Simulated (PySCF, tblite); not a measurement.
# CH10GeSi2: a rotation path, then NMR shifts on frames, part 2 of 2

tblite 0.8.0 and PySCF 2.14.0. Atoms count from 0.

### 5 Nuclear shieldings: image 3, PBE0/pcSseg-1

What the job is given:

```
{"job": {"kind": "nmr", "xc": "PBE0", "basis": "pcSseg-1", "pop": false}, "charge": 0, "multiplicity": 1}
C     -1.930500    -0.227700    -0.440800
Ge    -1.217900    -0.091200     1.396200
Si     1.125000     0.066600     1.428100
Si     2.038300     0.275500    -0.695600
H     -1.621500     0.618000    -1.051200
H     -3.015300    -0.271000    -0.451200
H     -1.554500    -1.130400    -0.919000
H     -1.956400     1.042600     2.079500
H     -1.752200    -1.295200     2.144400
H      1.643300    -1.125200     2.114200
H      1.487900     1.186100     2.305800
H      1.655200    -0.847200    -1.559200
H      1.596300     1.486800    -1.395900
H      3.501500     0.311900    -0.697500
```

Level: GIAO PBE0/pcSseg-1 NMR shielding, non-relativistic, gas phase.

Standard output:

```text
coarse grid: 50144 points
cycle   1  E = -2699.2348060204  dE = -8.091e-01  |g| = 8.712e-01  |ddm| = 3.293e+00
cycle   2  E = -2699.2108842593  dE =  2.392e-02  |g| = 8.747e-01  |ddm| = 8.406e-01
cycle   3  E = -2699.2909392446  dE = -8.005e-02  |g| = 8.790e-02  |ddm| = 5.541e-01
cycle   4  E = -2699.2923188874  dE = -1.380e-03  |g| = 2.269e-02  |ddm| = 9.298e-02
cycle   5  E = -2699.2924649299  dE = -1.460e-04  |g| = 3.936e-03  |ddm| = 2.431e-02
cycle   6  E = -2699.2924678755  dE = -2.946e-06  |g| = 1.042e-03  |ddm| = 5.028e-03
final grid: 101824 points
cycle   7  E = -2699.2924464425  dE = -4.773e-08  |g| = 1.218e-03  |ddm| = 3.228e-03
cycle   8  E = -2699.2924463837  dE =  5.883e-08  |g| = 1.554e-03  |ddm| = 2.919e-03
cycle   9  E = -2699.2924467803  dE = -3.966e-07  |g| = 1.099e-04  |ddm| = 1.339e-03
cycle  10  E = -2699.2924467840  dE = -3.753e-09  |g| = 6.888e-06  |ddm| = 1.690e-04
cycle  11  E = -2699.2924467841  dE = -1.637e-11  |g| = 1.800e-06  |ddm| = 9.787e-06
converged SCF energy = -2699.2924467841

GIAO shielding tensors (ppm)
atom      isotropic    diamagn.    paramagn.     s11        s22        s33       span
  0 C      194.404     252.202     -57.798    190.498    193.552    199.161      8.662
  1 Ge    1592.551    2756.992   -1164.442   1536.129   1543.383   1698.139    162.010
  2 Si     474.197     880.598    -406.401    463.874    470.713    488.004     24.130
  3 Si     467.020     879.925    -412.906    459.113    462.867    479.079     19.967
  4 H       31.535      32.199      -0.663     26.151     29.508     38.948     12.797
  5 H       31.294      29.210       2.084     25.374     27.754     40.755     15.381
  6 H       31.467      31.930      -0.463     26.423     28.950     39.028     12.605
  7 H       27.861      29.621      -1.760     21.161     22.524     39.898     18.737
  8 H       27.886      29.650      -1.764     21.249     22.510     39.898     18.649
  9 H       28.204      28.691      -0.487     23.853     26.043     34.717     10.864
 10 H       28.226      28.589      -0.362     23.878     25.981     34.821     10.943
 11 H       28.211      29.738      -1.527     24.402     27.022     33.210      8.808
 12 H       28.204      29.530      -1.326     24.576     26.576     33.458      8.882
 13 H       28.168      28.504      -0.335     24.440     25.408     34.657     10.217
```

Wall time 15 s (1 thread of Arm Neoverse V1, shared host); peak memory 0.86 GiB.

This run: δ C0 -7.5, Ge1 -262, Si3 -117.9, Si2 -125.0, H7 3.86, H8 3.83 ppm.

### 6 Nuclear shieldings: image 5, PBE0/pcSseg-1

What the job is given:

```
{"job": {"kind": "nmr", "xc": "PBE0", "basis": "pcSseg-1", "pop": false}, "charge": 0, "multiplicity": 1}
C     -1.973200    -0.498100    -0.393300
Ge    -1.215000     0.065300     1.341100
Si     1.128100    -0.063500     1.376800
Si     2.080100     0.494300    -0.663100
H     -1.571800     0.092300    -1.214200
H     -3.054900    -0.404800    -0.409400
H     -1.724200    -1.540100    -0.585800
H     -1.787400     1.432900     1.656400
H     -1.884300    -0.794100     2.393600
H      1.491300    -1.432200     1.773900
H      1.611300     0.778500     2.478100
H      1.576300    -0.354800    -1.748700
H      1.786100     1.869600    -1.078200
H      3.536800     0.354200    -0.669400
```

With the program's defaults for keys left out, this is: GIAO PBE0/pcSseg-1 NMR shielding, non-relativistic, gas phase.

Standard output:

```text
coarse grid: 50144 points
cycle   1  E = -2699.2358335573  dE = -8.091e-01  |g| = 8.704e-01  |ddm| = 3.287e+00
cycle   2  E = -2699.2119718744  dE =  2.386e-02  |g| = 8.736e-01  |ddm| = 8.340e-01
cycle   3  E = -2699.2917256230  dE = -7.975e-02  |g| = 8.792e-02  |ddm| = 5.502e-01
cycle   4  E = -2699.2931098601  dE = -1.384e-03  |g| = 2.271e-02  |ddm| = 9.313e-02
cycle   5  E = -2699.2932557836  dE = -1.459e-04  |g| = 3.941e-03  |ddm| = 2.426e-02
cycle   6  E = -2699.2932587183  dE = -2.935e-06  |g| = 1.041e-03  |ddm| = 4.989e-03
final grid: 101824 points
cycle   7  E = -2699.2932627857  dE = -3.162e-08  |g| = 1.224e-03  |ddm| = 3.300e-03
cycle   8  E = -2699.2932627235  dE =  6.226e-08  |g| = 1.564e-03  |ddm| = 2.962e-03
cycle   9  E = -2699.2932631314  dE = -4.079e-07  |g| = 1.114e-04  |ddm| = 1.358e-03
cycle  10  E = -2699.2932631353  dE = -3.840e-09  |g| = 6.344e-06  |ddm| = 1.737e-04
cycle  11  E = -2699.2932631353  dE = -7.731e-12  |g| = 1.582e-06  |ddm| = 8.391e-06
converged SCF energy = -2699.2932631353

GIAO shielding tensors (ppm)
atom      isotropic    diamagn.    paramagn.     s11        s22        s33       span
  0 C      194.309     251.995     -57.685    190.100    194.557    198.271      8.171
  1 Ge    1586.326    2757.182   -1170.856   1530.207   1537.823   1690.949    160.742
  2 Si     472.905     880.716    -407.811    462.558    470.789    485.369     22.811
  3 Si     467.357     879.939    -412.583    458.085    463.549    480.437     22.352
  4 H       31.524      32.376      -0.853     25.751     29.810     39.010     13.260
  5 H       31.269      29.163       2.106     25.453     27.721     40.632     15.179
  6 H       31.481      31.329       0.152     26.452     28.646     39.346     12.894
  7 H       27.911      29.903      -1.992     21.416     22.552     39.764     18.347
  8 H       27.842      29.565      -1.723     21.211     22.408     39.909     18.698
  9 H       28.209      28.948      -0.738     24.070     26.029     34.528     10.458
 10 H       28.243      28.642      -0.399     23.982     25.825     34.922     10.940
 11 H       28.203      29.784      -1.581     24.258     27.251     33.099      8.841
 12 H       28.222      29.317      -1.094     24.701     26.282     33.684      8.983
 13 H       28.151      28.498      -0.347     24.406     25.385     34.662     10.256
```

It took 15 s on 1 thread of Arm Neoverse V1, shared host; peak memory 0.82 GiB.

Key values: δ C0 -7.4, Ge1 -255, Si3 -118.2, Si2 -123.7, H8 3.87, H7 3.81 ppm.

### 7 Nuclear shieldings: image 8, PBE0/pcSseg-1

What the job is given:

```
{"job": {"kind": "nmr", "xc": "PBE0", "basis": "pcSseg-1", "pop": false}, "charge": 0, "multiplicity": 1}
C     -2.190800    -0.872900    -0.175300
Ge    -1.186200     0.220100     1.126700
Si     1.118400    -0.237200     1.171200
Si     2.272100     0.811600    -0.542000
H     -1.803400    -0.723200    -1.180600
H     -3.247300    -0.618400    -0.180800
H     -2.101500    -1.930700     0.061200
H     -1.497400     1.663600     0.786500
H     -1.903300     0.065700     2.452400
H      1.269800    -1.699100     1.111100
H      1.642700     0.130700     2.492800
H      1.751000     0.440100    -1.861900
H      2.177600     2.271800    -0.455800
H      3.697600     0.477500    -0.547700
```

Level: GIAO PBE0/pcSseg-1 NMR shielding, non-relativistic, gas phase.

Standard output:

```text
coarse grid: 50144 points
cycle   1  E = -2699.2360876411  dE = -8.114e-01  |g| = 8.703e-01  |ddm| = 3.284e+00
cycle   2  E = -2699.2116801055  dE =  2.441e-02  |g| = 8.743e-01  |ddm| = 8.329e-01
cycle   3  E = -2699.2919293857  dE = -8.025e-02  |g| = 8.832e-02  |ddm| = 5.513e-01
cycle   4  E = -2699.2933429153  dE = -1.414e-03  |g| = 2.295e-02  |ddm| = 9.340e-02
cycle   5  E = -2699.2934882072  dE = -1.453e-04  |g| = 3.990e-03  |ddm| = 2.379e-02
cycle   6  E = -2699.2934911709  dE = -2.964e-06  |g| = 1.026e-03  |ddm| = 5.000e-03
final grid: 101824 points
cycle   7  E = -2699.2934986388  dE = -3.232e-08  |g| = 1.216e-03  |ddm| = 3.365e-03
cycle   8  E = -2699.2934985789  dE =  5.988e-08  |g| = 1.561e-03  |ddm| = 3.045e-03
cycle   9  E = -2699.2934989877  dE = -4.088e-07  |g| = 1.158e-04  |ddm| = 1.380e-03
cycle  10  E = -2699.2934989919  dE = -4.154e-09  |g| = 4.876e-06  |ddm| = 1.865e-04
cycle  11  E = -2699.2934989919  dE = -9.095e-13  |g| = 1.701e-06  |ddm| = 7.285e-06
converged SCF energy = -2699.2934989919

GIAO shielding tensors (ppm)
atom      isotropic    diamagn.    paramagn.     s11        s22        s33       span
  0 C      193.787     251.484     -57.698    190.294    192.821    198.244      7.950
  1 Ge    1586.211    2757.769   -1171.559   1522.016   1548.676   1687.939    165.923
  2 Si     472.380     880.938    -408.558    459.771    474.885    482.483     22.713
  3 Si     465.012     879.786    -414.774    453.828    462.650    478.558     24.730
  4 H       31.424      32.195      -0.772     25.625     29.488     39.158     13.532
  5 H       31.255      29.008       2.247     25.545     27.686     40.534     14.989
  6 H       31.476      30.476       1.000     26.087     28.701     39.640     13.553
  7 H       28.030      30.612      -2.582     21.669     22.960     39.461     17.793
  8 H       27.800      29.782      -1.983     20.861     22.578     39.960     19.099
  9 H       28.317      29.341      -1.024     24.253     26.381     34.317     10.064
 10 H       28.233      28.842      -0.609     23.914     25.918     34.868     10.954
 11 H       28.203      29.520      -1.317     24.393     26.875     33.341      8.948
 12 H       28.198      28.980      -0.783     24.592     26.276     33.725      9.133
 13 H       28.102      28.400      -0.298     24.374     25.385     34.546     10.173
```

Run time: 14 s. Hardware: 1 thread of Arm Neoverse V1, shared host; peak memory 0.82 GiB.

In short: δ C0 -6.9, Ge1 -255, Si3 -115.9, Si2 -123.2, H8 3.92, H7 3.69 ppm.

### 8 Run by run: NMR shifts

Shifts (ppm) of some atoms, chosen among heavy atoms and hydrogens apart, with basis size and wall time:

```
  frame    C0    H7    H8    H9   Ge1     Si3     Si2  functions  time
image 0  -7.4  3.91  3.77  3.48  -255  -117.6  -123.3        156  22 s
image 1  -7.4  3.92  3.79  3.47  -258  -117.7  -124.7        156  15 s
image 3  -7.5  3.86  3.83  3.51  -262  -117.9  -125.0        156  15 s
image 5  -7.4  3.81  3.87  3.51  -255  -118.2  -123.7        156  15 s
image 8  -6.9  3.69  3.92  3.40  -255  -115.9  -123.2        156  14 s
```

### 9 What came out

What follows sums up all 2 parts.

| quantity | value |
| --- | --- |
| barrier | 0.005 eV (0.1 kcal/mol) at image 3 |
| end to end (GFN2-xTB) | 0.003 eV |
| 13C shifts against TMS (PBE0/pcSseg-1, image 0) | -7.4 ppm |
| 1H shifts against TMS (PBE0/pcSseg-1, image 0) | 3.91, 3.77, 3.59, 3.52, 3.51, 3.51, 3.48, 0.46, 0.23, 0.18 ppm |
| 73Ge shifts against GeMe4 (PBE0/pcSseg-1, image 0) | -255 ppm |
| 29Si shifts against TMS (PBE0/pcSseg-1, image 0) | -117.6, -123.3 ppm |
| surface potential, 1st and 99th percentile | -0.09 V and 1.01 V |
| range of the shift of Ge1 | -262 to -255 ppm |

In words: Along the band the dihedral turns by 118°, and the top (dihedral 7°) lies 0.1 kcal/mol above the start (GFN2-xTB, rough), so at room temperature this motion is fast. The top was not checked by a frequency run. Shifts at one fixed geometry are not the observed spectrum, which averages over the motion. In the first frame run (image 0): The largest span, 163 ppm, is at Ge1, where the paramagnetic term is -1171 ppm. In ppm, Ge1 moves most: its shift spreads over 7 ppm, from -262 (image 3) to -255 (image 0). Spin-orbit coupling is left out, which matters for shieldings and couplings at and beside the heavy atoms.
